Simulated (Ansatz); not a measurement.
This script makes an equation of state with a fit of BaSr3, space group Fm-3m with the Ansatz DFT code, driven from Python.

`eos_basr3.py`
```python
# -*- coding: utf-8 -*-
"""Energy against volume for BaSr3, with a fit."""

import warnings

import ansatz as az
import numpy as np

VECTORS = np.array([
    [0.0, 4.875, 4.875],
    [4.875, 0.0, 4.875],
    [4.875, 4.875, 0.0],
])
SITES = [
    ("Ba", (0.0, 0.0, 0.0)),
    ("Sr", (0.25, 0.25, 0.25)),
    ("Sr", (0.75, 0.75, 0.75)),
    ("Sr", (0.5, 0.5, 0.5)),
]


def on_lattice(cell):
    crystal = az.Crystal(lattice=az.Lattice.of(cell))
    for symbol, position in SITES:
        crystal = crystal.atom(symbol, position)
    return crystal


def main():
    warnings.simplefilter("ignore", az.DeckWarning)

    # uniform scaling of the cell
    volumes, energies, pressures = [], [], []
    for scale in np.linspace(0.9, 1.1, 9):
        cell = VECTORS * scale ** (1 / 3)
        calc = (
            on_lattice(cell).calculation()
            .functional("r2scan")
            .pseudopotentials("paw")
            .basis(500)
            .occupations("fermi_dirac", width=0.1)
            .kpoints(4, 4, 4)
            .stress()
        )
        r = calc.run(threads=1).report
        volumes.append(abs(np.linalg.det(cell)) / len(SITES))
        energies.append(r["free_energy_ev"] / len(SITES))
        pressures.append(np.trace(r["stress_gpa"]) / 3)
        print(f"V = {volumes[-1]:8.4f} A^3/atom  F = {energies[-1]:.5f} eV/atom  P = {pressures[-1]:8.3f} GPa")

    # third-order Birch-Murnaghan: a cubic in V^(-2/3)
    x = np.array(volumes) ** (-2 / 3)
    poly = np.polynomial.Polynomial.fit(x, energies, 3).convert()
    roots = poly.deriv().roots()
    x0 = min((r.real for r in roots if abs(r.imag) < 1e-9 and poly.deriv(2)(r.real) > 0), key=lambda r: abs(r - x.mean()))
    v0 = x0 ** -1.5
    b0 = 4 / 9 * poly.deriv(2)(x0) * v0 ** (-7 / 3) * 160.21766
    b1 = 4 + 2 / 3 * x0 * poly.deriv(3)(x0) / poly.deriv(2)(x0)
    print(f"V0 = {v0:.4f} A^3/atom, B0 = {b0:.1f} GPa, dB/dP = {b1:.2f}")


if __name__ == "__main__":
    main()
```

Its results, one of them left out:

| V (Å³/atom) | F less the lowest row shown (meV/atom) |
| --- | --- |
| 52.136 | ? |
| 53.584 | 11.17 |
| 55.032 | 4.56 |
| 56.480 | 0.94 |
| 57.929 | 0.00 |
| 59.377 | 1.42 |
| 60.825 | 4.97 |
| 62.273 | 10.42 |
| 63.722 | 17.57 |

What is the missing energy at 52.136 Å³ an atom?

A third-order Birch-Murnaghan fit, E = E0 + (9 V0 B0 / 16) [(t - 1)³ B' + (t - 1)² (6 - 4t)] with t = (V0/V)^(2/3), through the 8 rows shown gives V0 = 57.757 Å³, B0 = 10.6 GPa, B' = 3.55 and E0 = -0.02 meV. At V = 52.136 Å³, t = 1.07064, and the fit extrapolates to 21.14 meV. The run gave 21.15 meV, a miss of 0.01 meV.

The mesh is modest for a metal, so energies can be off by several to tens of meV an atom and pressures by half a GPa or more; differences at equal mesh fare better. Pressure is positive in compression. This cell is a computed structure, which may not be the phase found in nature. Wall time of the script: 65 s on 1 thread of AMD EPYC 7R13 Processor (Zen 3), on a shared host, peak memory 1.2 GiB.

(A comment or docstring line of the script was reworded after the run, the code is as it ran.)
